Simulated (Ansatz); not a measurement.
# C2H9NSeSi: two geometries relaxed

Are the two ends of the inversion of the pyramid at N4 separate minima, and which lies lower? Each is relaxed from a guess. SMILES of the start: C[Si](C)(N)[SeH].

Program: Ansatz 0.2.0. Level of theory: RKS B3LYP-D4/def2-SVP. These are calculated values, not measurements.

### 1 The structure to begin with

Bond lengths: C1–Si2 1.818 Å, Si2–C3 1.846 Å, Si2–N4 1.832 Å, Si2–Se5 2.297 Å, C1–H6 1.111 Å, C1–H7 1.082 Å, C1–H8 1.171 Å, C3–H9 1.160 Å, C3–H10 1.138 Å, C3–H11 1.089 Å, N4–H12 1.074 Å, N4–H13 0.924 Å, Se5–H14 1.533 Å. Angles (14 of 22 angles, heavy atoms first): C1–Si2–C3 107.3°, C1–Si2–N4 112.5°, C1–Si2–Se5 110.0°, C3–Si2–N4 109.2°, C3–Si2–Se5 109.2°, N4–Si2–Se5 108.5°, Si2–C1–H6 112.5°, Si2–C1–H7 111.9°, Si2–C1–H8 107.3°, Si2–C3–H9 110.0°, Si2–C3–H10 109.9°, Si2–C3–H11 111.9°, Si2–N4–H12 104.5°, Si2–N4–H13 108.5°.

Coordinates:

```xyz
14

C    -1.6659    0.2397    0.0659
Si    0.1221    0.2708   -0.2590
C     0.8573   -1.2066    0.5682
N     0.9251    1.7853    0.3884
Se    0.5131    0.1461   -2.5195
H    -1.9038    0.3572    1.1444
H    -2.1363   -0.6431   -0.3476
H    -2.1302    1.1809   -0.4535
H     0.7062   -1.1346    1.7160
H     1.9856   -1.2146    0.4178
H     0.4282   -2.1361    0.1972
H     0.7186    1.7690    1.4421
H     1.8326    1.7302    0.2217
H    -0.2656   -1.1735   -2.5535
```

### 2 Relaxing end A

input.yaml reads:

```yaml
crystal:
  periodic: [false, false, false]
  atoms:
    - { symbol: C, position_ang: [-1.6659, 0.2397, 0.0659] }
    - { symbol: Si, position_ang: [0.1221, 0.2708, -0.259] }
    - { symbol: C, position_ang: [0.8573, -1.2066, 0.5682] }
    - { symbol: "N", position_ang: [0.9251, 1.7853, 0.3884] }
    - { symbol: Se, position_ang: [0.5131, 0.1461, -2.5195] }
    - { symbol: H, position_ang: [-1.9038, 0.3572, 1.1444] }
    - { symbol: H, position_ang: [-2.1363, -0.6431, -0.3476] }
    - { symbol: H, position_ang: [-2.1302, 1.1809, -0.4535] }
    - { symbol: H, position_ang: [0.7062, -1.1346, 1.716] }
    - { symbol: H, position_ang: [1.9856, -1.2146, 0.4178] }
    - { symbol: H, position_ang: [0.4282, -2.1361, 0.1972] }
    - { symbol: H, position_ang: [0.7186, 1.769, 1.4421] }
    - { symbol: H, position_ang: [1.8326, 1.7302, 0.2217] }
    - { symbol: H, position_ang: [-0.2656, -1.1735, -2.5535] }
basis:
  gaussian: { orbitals: def2-SVP }
hamiltonian:
  xc: b3lyp
  dispersion: d4
relax:
  f_tol: 0.015
  max_steps: 40
```

Launch:

```
$ ansatz run input.yaml --threads 2 --pin off --max-ram 3072MiB --backend cpu --events-out ev --progress --plain --runs-dir out
```

What it wrote, shortened:

```text
Warning: RAYON_NUM_THREADS=2 ignored (pool sized by the plan → 2); use --threads N
[...]
Functional definition: B3LYP
[...]
1484 factors; integrals over basis functions are off by at most 4.4e-4 eV
[...]
mean field -76927.91949335 eV, -2827.0488977640 hartree, gradient 1.6e-5 eV, S^2 0.000000; 0 other end points of the search recorded, 0 dependent functions left out
[...]
reference -76927.91975736 eV, -2827.0489074661 hartree; 38, 38 occupied and 99, 99 virtual orbitals, 1484 factors
relax step   1: F+E_penalty+E_count = -76928.49454965 eV  Δ(F+E_penalty+E_count) = +0.000e0 eV  max|allowed force component| = 7.159e0 eV/Å  Δτ_max = 0.0000 Å  (26 SCF iters, accepted)
[...]
relax step   4: F+E_penalty+E_count = -76929.25693753 eV  Δ(F+E_penalty+E_count) = -4.658e-2 eV  max|allowed force component| = 5.015e-1 eV/Å  Δτ_max = 0.1127 Å  (25 SCF iters, accepted)
[...]
relax step   7: F+E_penalty+E_count = -76929.30617101 eV  Δ(F+E_penalty+E_count) = -1.970e-3 eV  max|allowed force component| = 2.577e-1 eV/Å  Δτ_max = 0.0551 Å  (25 SCF iters, accepted)
[...]
relax step  10: F+E_penalty+E_count = -76929.33176667 eV  Δ(F+E_penalty+E_count) = -1.630e-2 eV  max|allowed force component| = 1.820e-1 eV/Å  Δτ_max = 0.2000 Å  (28 SCF iters, accepted)
[...]
relax step  12: F+E_penalty+E_count = -76929.33591434 eV  Δ(F+E_penalty+E_count) = -4.148e-3 eV  max|allowed force component| = 1.135e-1 eV/Å  Δτ_max = 0.0530 Å  (25 SCF iters, accepted)
[...]
relax step  13: F+E_penalty+E_count = -76929.34081965 eV  Δ(F+E_penalty+E_count) = -4.905e-3 eV  max|allowed force component| = 2.391e-2 eV/Å  Δτ_max = 0.0999 Å  (25 SCF iters, accepted)
[...]
1484 factors; integrals over basis functions are off by at most 5.6e-4 eV
mean field -76928.77584620 eV, -2827.0803681509 hartree, gradient 1.4e-5 eV, S^2 0.000000; 0 other end points of the search recorded, 0 dependent functions left out
[...]
reference -76928.77611538 eV, -2827.0803780431 hartree; 38, 38 occupied and 99, 99 virtual orbitals, 1484 factors
```

### 3 The log goes on: end point A relaxed

The log, continued, shortened:

```text
relax step  14: F+E_penalty+E_count = -76929.34124105 eV  Δ(F+E_penalty+E_count) = -4.214e-4 eV  max|allowed force component| = 3.140e-1 eV/Å  Δτ_max = 0.1467 Å  (28 SCF iters, accepted)
[...]
relax step  16: F+E_penalty+E_count = -76929.34617253 eV  Δ(F+E_penalty+E_count) = -2.136e-3 eV  max|allowed force component| = 2.517e-2 eV/Å  Δτ_max = 0.0970 Å  (25 SCF iters, accepted)
[...]
relax step  18: F+E_penalty+E_count = -76929.34690121 eV  Δ(F+E_penalty+E_count) = +5.927e-4 eV  max|allowed force component| = 8.470e-2 eV/Å  Δτ_max = 0.0922 Å  (25 SCF iters, rejected (line search))
[...]
relax step  20: F+E_penalty+E_count = -76929.34868144 eV  Δ(F+E_penalty+E_count) = -4.299e-4 eV  max|allowed force component| = 8.465e-2 eV/Å  Δτ_max = 0.0895 Å  (25 SCF iters, accepted)
[...]
Atom 4 at     0.536368     0.229983    -2.442732 Å, force     0.002097     0.003220    -0.004149 eV/Å
Atom 5 at    -1.912042     0.253651     1.254019 Å, force     0.001242     0.000150    -0.000970 eV/Å
Atom 6 at    -2.213889    -0.569267    -0.304346 Å, force    -0.000049     0.000631    -0.000206 eV/Å
Atom 7 at    -2.132835     1.204608    -0.245562 Å, force    -0.001023     0.000287     0.000216 eV/Å
Atom 8 at     0.731355    -1.392840     1.679046 Å, force    -0.000132     0.000674    -0.000149 eV/Å
Atom 9 at     2.005439    -1.365037     0.423020 Å, force     0.000400    -0.001145     0.000040 eV/Å
Atom 10 at     0.493289    -2.249962     0.128069 Å, force     0.000362    -0.000238    -0.000060 eV/Å
Atom 11 at     0.510971     2.513889     0.402114 Å, force    -0.000289    -0.001916    -0.000225 eV/Å
Atom 12 at     1.910746     1.639311     0.629345 Å, force    -0.003794     0.002299     0.000963 eV/Å
Atom 13 at    -0.203893    -1.022155    -2.701724 Å, force     0.001139     0.003649     0.007581 eV/Å
Dipole moment:    -0.023896     0.042468     0.313829 e Å
```

Wall time 1.8 min (2 threads of Arm Neoverse V2, shared host); peak memory 0.38 GiB.

The steps of the relaxation:

| step | energy from step 1 (eV) | largest force component (eV/Å) |
| --- | --- | --- |
| 1 | 0.0000 | 7.1586 |
| 2 | -0.6327 | 1.5629 |
| 3 | -0.7158 | 0.6594 |
| 4 | -0.7624 | 0.5015 |
| 5 | -0.7934 | 0.1744 |
| 6 | -0.8097 | 0.1121 |
| 7 | -0.8116 | 0.2577 |
| 8 | -0.8184 | 0.1366 |
| 9 | -0.8209 | 0.3930 |
| 10 | -0.8372 | 0.1820 |
| 11x | -0.8280 | 0.2652 |
| 12 | -0.8414 | 0.1135 |
| 13 | -0.8463 | 0.0239 |
| 14 | -0.8467 | 0.3140 |
| 15 | -0.8495 | 0.2736 |
| 16 | -0.8516 | 0.0252 |
| 17 | -0.8529 | 0.0380 |
| 18x | -0.8524 | 0.0847 |
| 19 | -0.8537 | 0.0356 |
| 20 | -0.8541 | 0.0847 |
| 21 | -0.8544 | 0.0386 |
| 22 | -0.8545 | 0.0021 |
| 23 | -0.8546 | 0.0039 |
| 24 | -0.8546 | 0.0076 |

Step 1 is the start. 2 steps were tried and not accepted (marked x).

After: Bond lengths: C1–Si2 1.876 Å, Si2–C3 1.876 Å, Si2–N4 1.734 Å, Si2–Se5 2.337 Å, C1–H6 1.103 Å, C1–H7 1.102 Å, C1–H8 1.102 Å, C3–H9 1.103 Å, C3–H10 1.102 Å, C3–H11 1.102 Å, N4–H12 1.016 Å, N4–H13 1.016 Å, Se5–H14 1.477 Å. Angles (14 of 22 angles, heavy atoms first): C1–Si2–C3 112.0°, C1–Si2–N4 108.8°, C1–Si2–Se5 109.0°, C3–Si2–N4 108.8°, C3–Si2–Se5 109.0°, N4–Si2–Se5 109.1°, Si2–C1–H6 110.5°, Si2–C1–H7 110.8°, Si2–C1–H8 111.1°, Si2–C3–H9 110.5°, Si2–C3–H10 111.1°, Si2–C3–H11 110.8°, Si2–N4–H12 119.4°, Si2–N4–H13 119.3°.

### 4 Relaxing end B

The second end starts from a geometry with the move made by hand.

input.yaml, as its differences from that of step 2:

```diff
@@ -14,4 +14,4 @@
     - { symbol: H, position_ang: [0.4282, -2.1361, 0.1972] }
-    - { symbol: H, position_ang: [0.7186, 1.769, 1.4421] }
-    - { symbol: H, position_ang: [1.8326, 1.7302, 0.2217] }
+    - { symbol: H, position_ang: [0.11668, 2.47763, 0.53096] }
+    - { symbol: H, position_ang: [1.52471, 2.09267, -0.24435] }
     - { symbol: H, position_ang: [-0.2656, -1.1735, -2.5535] }
@@ -25 +25,3 @@
   max_steps: 40
+output:
+  orbitals: {}
```

Launch:

```
$ ansatz run input.yaml --threads 2 --pin off --max-ram 3072MiB --backend cpu --events-out ev --progress --plain --runs-dir out
```

What it wrote, shortened:

```text
Warning: RAYON_NUM_THREADS=2 ignored (pool sized by the plan → 2); use --threads N
[...]
Functional definition: B3LYP
[...]
1486 factors; integrals over basis functions are off by at most 4.4e-4 eV
[...]
mean field -76927.95768814 eV, -2827.0503013966 hartree, gradient 2.5e-5 eV, S^2 0.000000; 0 other end points of the search recorded, 0 dependent functions left out
[...]
reference -76927.95795135 eV, -2827.0503110696 hartree; 38, 38 occupied and 99, 99 virtual orbitals, 1486 factors
relax step   1: F+E_penalty+E_count = -76928.53199924 eV  Δ(F+E_penalty+E_count) = +0.000e0 eV  max|allowed force component| = 6.338e0 eV/Å  Δτ_max = 0.0000 Å  (26 SCF iters, accepted)
[...]
relax step   4: F+E_penalty+E_count = -76929.33861929 eV  Δ(F+E_penalty+E_count) = -6.418e-2 eV  max|allowed force component| = 8.823e-2 eV/Å  Δτ_max = 0.1998 Å  (28 SCF iters, accepted)
[...]
Atom 4 at     0.406322     0.127337    -2.564881 Å, force    -0.000162    -0.000224    -0.000273 eV/Å
Atom 5 at    -1.962588     0.327018     1.179153 Å, force     0.000060     0.000290     0.000091 eV/Å
Atom 6 at    -2.250038    -0.637247    -0.298766 Å, force    -0.000236    -0.000195    -0.000353 eV/Å
Atom 7 at    -2.268990     1.137078    -0.386680 Å, force     0.000037    -0.000562     0.000166 eV/Å
Atom 8 at     0.781717    -1.125547     1.670150 Å, force     0.000164    -0.000008     0.000337 eV/Å
Atom 9 at     2.023885    -1.134323     0.382324 Å, force    -0.000203    -0.000142     0.000002 eV/Å
Atom 10 at     0.558927    -2.123815     0.203645 Å, force     0.000473     0.000148     0.000054 eV/Å
Atom 11 at     0.294657     2.639191     0.087364 Å, force     0.000507     0.000339    -0.000766 eV/Å
Atom 12 at     1.756069     1.877099     0.331482 Å, force     0.000223    -0.000097     0.000139 eV/Å
Atom 13 at    -0.241047    -1.194660    -2.690096 Å, force    -0.000279     0.000991    -0.000104 eV/Å
Dipole moment:    -0.020373     0.068119     0.310868 e Å
```

It took 58 s on 2 threads of Arm Neoverse V2, shared host; peak memory 0.38 GiB.

The steps of the relaxation:

| step | energy from step 1 (eV) | largest force component (eV/Å) |
| --- | --- | --- |
| 1 | 0.0000 | 6.3376 |
| 2 | -0.6506 | 1.5158 |
| 3 | -0.7424 | 1.0853 |
| 4 | -0.8066 | 0.0882 |
| 5 | -0.8100 | 0.1724 |
| 6 | -0.8152 | 0.0394 |
| 7 | -0.8164 | 0.0220 |
| 8 | -0.8168 | 0.0071 |
| 9 | -0.8170 | 0.0594 |
| 10x | -0.8170 | 0.1072 |
| 11 | -0.8171 | 0.0192 |
| 12 | -0.8172 | 0.0010 |

Step 1 is the start. 1 step was tried and not accepted (marked x).

After: Bond lengths: C1–Si2 1.876 Å, Si2–C3 1.877 Å, Si2–N4 1.733 Å, Si2–Se5 2.337 Å, C1–H6 1.103 Å, C1–H7 1.102 Å, C1–H8 1.102 Å, C3–H9 1.103 Å, C3–H10 1.102 Å, C3–H11 1.102 Å, N4–H12 1.016 Å, N4–H13 1.016 Å, Se5–H14 1.477 Å. Angles (14 of 22 angles, heavy atoms first): C1–Si2–C3 112.0°, C1–Si2–N4 108.7°, C1–Si2–Se5 109.1°, C3–Si2–N4 108.9°, C3–Si2–Se5 108.9°, N4–Si2–Se5 109.1°, Si2–C1–H6 110.5°, Si2–C1–H7 110.8°, Si2–C1–H8 111.1°, Si2–C3–H9 110.5°, Si2–C3–H10 111.1°, Si2–C3–H11 110.8°, Si2–N4–H12 119.4°, Si2–N4–H13 119.4°.

### 5 What came out

```
                           quantity                     value
                              end A  21 moves, 0.855 eV lower
                              end B  10 moves, 0.817 eV lower
largest difference between the ends                    0.03 Å
            end B relative to end A                 -0.000 eV
```

The two relaxations end at one structure, within 0.03 Å: no second minimum was found from this start, which doesn't rule one out.
